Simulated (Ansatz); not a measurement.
# Na: the cost of one run

Program: Ansatz 0.2.0. Level of theory: DFT PBEsol, scalar-relativistic, plane waves, PAW. These are calculated values, not measurements.

**1. The starting structure**

Symmetry: R-3m, No. 166, trigonal system. The conventional cell has a = 3.948 Å, b = 3.948 Å, c = 28.619 Å, α = 90.00°, β = 90.00°, γ = 120.00°. Around Na (site symmetry -3m) lie 12 Na at 3.91 to 3.95 Å. Na (site symmetry 3m) has 12 Na at 3.91 to 3.95 Å as nearest neighbours.

As a file:

```
Na
1.0
     1.97388    1.13962    9.53964
    -1.97388    1.13962    9.53964
     0.00000   -2.27924    9.53964
Na
3
Cartesian
  0.0000 0.0000 0.0000
  0.0000 0.0000 6.3597
  0.0000 0.0000 22.2592
```

This is candidate A: samarium (9R) type (R-3m, No. 166).

(A quick probe on a coarse mesh, which set the mesh and smearing, is not shown.)

**3. Full relaxation (candidate A)**

input.yaml reads:

```yaml
crystal:
  lattice:
    - [1.9738796741, 1.1396199612, 9.5396366089]
    - [-1.9738796741, 1.1396199612, 9.5396366089]
    - [0.0, -2.2792399224, 9.5396366089]
  atoms:
    - { symbol: Na, position: [0.0, 0.0, 0.0] }
    - { symbol: Na, position: [0.22222, 0.22222, 0.22222] }
    - { symbol: Na, position: [0.77778, 0.77778, 0.77778] }
basis:
  ecutwfc: 420
kpoints:
  mp_grid: { grid: [15, 15, 15] }
hamiltonian:
  xc: pbesol
scf:
  occupations: { method: gaussian, width: 0.1 }
output:
  forces: true
  stress: true
  eigenvalues: true
relax:
  adjacent_minimum: "off"
  f_tol: 0.01
  max_steps: 80
  cell: { stress_tol: 0.05 }
```

What time and memory should one allow on 1 thread of an Arm CPU, shared host?

About 2.4 min, with a peak of 0.84 GiB.
